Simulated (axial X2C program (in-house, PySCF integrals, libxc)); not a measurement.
**A two-component session on TeRb: EOM-IP-CCSD levels**

Aim: EOM-IP-CCSD levels of TeRb, with spin–orbit coupling in the Hamiltonian from the start.

The runs use an in-house X2C program for linear molecules on PySCF integrals; two-component X2C with atomic mean-field terms, Te dyall-acv3z, Rb dyall-acv3z.

All values are calculated.

**1. Set-up**

File task.json:

```json
{"zs": [52, 37], "q": 0, "bas": ["dyall-acv3z", "dyall-acv3z"], "r0": 3.3, "eom": "ip", "rq": -1, "thr": -1.0, "nmax": 95, "grid": [1, 0.96, 1.045, 0.92, 1.09, 1.15]}
```

Keys: zs atomic numbers; q charge; bas basis sets; r0 starting distance in Å; eom kind of EOM run; thr threshold in hartree for freezing inner shells (an s shell follows its p shell); nmax most natural virtual spinors; grid distances as factors.

Launch:

```
$ python soeom.py task.json out
```

Further steps of the session: EOM-IP-CCSD at 3.169 Å.

What does the calculation give? Wanted: next root led by one particle; T1 of the reference; lowest state, Re and ωe.

**Answer**, as computed:

| quantity | value |
| --- | --- |
| lowest root at 3.169 Å | Ω = 3/2, 0.976 eV |
| next root led by one particle | Ω = 1/2, about 300 cm⁻¹ higher |
| T1 of the reference | 0.027 |
| lowest state, Re and ωe | 3.233 Å, 158.5 cm⁻¹ |

**Reading.** Removing an electron from the reference determinant of TeRb⁻ costs 0.98 eV and empties a spinor of 87% Te pπ, 7% Rb dπ. Errors of 0.1 to 0.3 eV are usual at this size, and roots led by higher excitations are left out, so the list is incomplete, and low states of that kind can be missing. T1 or the largest double amplitude of the reference is raised, which lowers the reliability. The bond is 0.022 Å longer than in the closed-shell reference at CCSD (3.210 Å).
